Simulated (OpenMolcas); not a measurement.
# Ce²⁺: CASSCF terms and fine-structure levels

Wanted: the level scheme of Ce²⁺ from active-space wave functions.

Program: OpenMolcas 26.06. Level of theory: state-averaged CASSCF, spin-orbit coupling by RASSI with atomic mean-field integrals. These are calculated values, not measurements, unless marked.

3 further runs of the same task are left out: 2 that didn't finish, 1 set aside as unsound or not needed.

## (1) The atom as given

```
Species                           : Ce²⁺ (cerium, Z = 58, 56 electrons)
Basis                             : ANO-R3 [9s7p6d4f3g1h], 126 functions
Scalar Hamiltonian                : X2C, finite nucleus
Inactive shells                   : 1s 2s 2p 3s 3p 3d 4s 4p 4d 5s 5p
Active space                      : 2 electrons in 7 orbitals (4f)
Some configurations of this space : 4f2
Orbitals                          : optimised for each spin and parity, averaged over the low roots
```

Outer shells as boxes (Hund's rule):

4f2
```
4f [↑ ][↑ ][  ][  ][  ][  ][  ]
```

Each step is its own input file, run in one work folder so that later steps find the files of earlier ones. Labels, J, g values, rates, χT and fits are worked out afterwards by a script from the matrices that RASSI stores.

## (2) One- and two-electron integrals

Contents of a.inp:

```
&GATEWAY
Coord
1

Ce 0.0 0.0 0.0
Basis=ANO-R3
Group=XYZ
NoMove
AngMom=0.0 0.0 0.0
AMFI
&SEWARD
```

The run is started by

```console
$ OMP_NUM_THREADS=1 MOLCAS_MEM=2252 MOLCAS_PROJECT=a pymolcas a.inp > a.log
```

## (3) Reference wave functions, triplets of even parity, 21 roots

Contents of a.inp:

```
&RASSCF
FileOrb=start.orb
Symmetry=1
Spin=3
nActEl=2 0 0
Inactive=15 12
Ras2=0 7
CIRoot=21 21 1
SDav=21
CIMx=300
Iter=120 100
PrWF=0.3
OrbListing=Nothing
MaxOrb=0
Atom
LevShft=1.5
>>> COPY $Project.JobIph JOB001
```

start.orb holds the contracted functions of the basis, ordered by shell, or the orbitals of the step before.

## (4) CASSCF: singlets of even parity, 27 roots

Contents of a.inp:

```
&RASSCF
FileOrb=start.orb
Symmetry=1
Spin=1
nActEl=2 0 0
Inactive=15 12
Ras2=0 7
CIRoot=27 27 1
SDav=28
CIMx=300
Iter=120 100
PrWF=0.3
OrbListing=Nothing
MaxOrb=0
Atom
>>> COPY $Project.JobIph JOB002
```

## (5) State interaction with spin-orbit coupling

Contents of a.inp:

```
&RASSI
NrOfJobIphs=2 21 27
1 2 3 4 5 6 7 8 9 10 11 12 13 14 15 16 17 18 19 20 21
1 2 3 4 5 6 7 8 9 10 11 12 13 14 15 16 17 18 19 20 21 22 23 24 25 26 27
IphNames
JOB001
JOB002
EJob
SpinOrbit
DIPRint=1.0
SOCoupling=1000.0
Subsets=2
MEES
Property=10
'ANGMOM' 1 'ANGMOM' 2 'ANGMOM' 3 'MLTPL  1' 1 'MLTPL  1' 2 'MLTPL  1' 3
'AMFI' 1 'AMFI' 2 'AMFI' 3 'MLTPL  2' 6
SOProperty=3
'ANGMOM' 1 'ANGMOM' 2 'ANGMOM' 3
```

(Steps that only read results are left out.)

What does the calculation give? Wanted: lowest level; first excited level; lowest level of another term; spin-orbit lowering of the lowest level; strongest of the lines computed, by gA.

**Answer**, as computed:

```
                                                                                   quantity                                          value
                                                                                     method                                         CASSCF
                                                                               lowest level          4f2 3H4, 98 % of that term, g = 0.804
                                                                ground level listed by NIST                                            3H4
                                                                        first excited level                           4f2 3H5 at 1655 cm-1
                                                               lowest level of another term                           4f2 3F2 at 5630 cm-1
                                                    spin-orbit lowering of the lowest level                                      1955 cm-1
strongest of the lines computed, by gA (one parity, so forbidden lines), at CASSCF energies  4f2 1I6 → 4f2 3H6, 507.7 nm, A = 3.28e-01 s⁻¹
```

In words: The multiplet 3H is regular; its intervals divided by the larger J differ by 11 % of their mean, where Landé's rule for pure LS coupling makes them equal. The computed levels miss the measured ones by 4700 cm⁻¹ on average. Only the configurations of the active space and the roots asked for are present. Not all states of the active space went into the spin-orbit step. Only valence configurations of the active space appear, up to the ionisation limit; * or ° marks odd parity.
